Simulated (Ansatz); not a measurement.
# Gd: the cost of one run

Method: DFT, at the levels named in each step, in Ansatz 0.2.0.

## Step 1: The starting structure

Symmetry: R-3m, No. 166, trigonal system. Conventional cell: a = 3.650 Å, b = 3.650 Å, c = 26.707 Å, α = 90.00°, β = 90.00°, γ = 120.00°. Around Gd (site symmetry -3m) lie 12 Gd at 3.62 to 3.65 Å. Gd (site symmetry 3m) has 12 Gd at 3.62 to 3.67 Å as nearest neighbours.

Structure file:

```xyz
3
Lattice="1.8249 1.0536 8.9024 -1.8249 1.0536 8.9024 0.0000 -2.1072 8.9024" Properties=species:S:1:pos:R:3 pbc="T T T"
Gd    0.0000    0.0000    0.0000
Gd    0.0000    0.0000    5.9533
Gd    0.0000    0.0000   20.7538
```

Where an Elk run is restarted with further inputs, its INFO.OUT and LSJ.OUT are those of the last start.

Elk's input and logs are in atomic units (hartree, bohr).

Atoms are numbered in the order of the input: Gd1, Gd2, Gd3.

## Step 2: Collinear moments, PAW

File input.yaml:

```yaml
crystal:
  lattice:
    - [1.8248561918, 1.0535812136, 8.90239077]
    - [-1.8248561918, 1.0535812136, 8.90239077]
    - [0.0, -2.1071624271, 8.90239077]
  atoms:
    - { symbol: Gd, position: [0.0, 0.0, 0.0], spin: 7.0 }
    - { symbol: Gd, position: [0.2229111, 0.2229111, 0.2229111], spin: 7.0 }
    - { symbol: Gd, position: [0.7770889, 0.7770889, 0.7770889], spin: 7.0 }
magnetization:
  spin_polarized: true
kpoints:
  mp_grid: { grid: [9, 9, 9] }
scf:
  occupations: { method: fermi_dirac, width: 0.1 }
hamiltonian:
  xc: lda
  pseudopotentials: { kind: paw }
output:
  forces: true
  stress: true
  eigenvalues: true
```

Command:

```
$ ansatz run input.yaml --threads 2 --pin off --max-ram 4096MiB --backend cpu --events-out ev --progress --plain --runs-dir out
```

What time and memory should one allow on 2 threads of AMD EPYC 9R45 (Zen 5), shared host?

About 17 s, with a peak of 0.84 GiB.
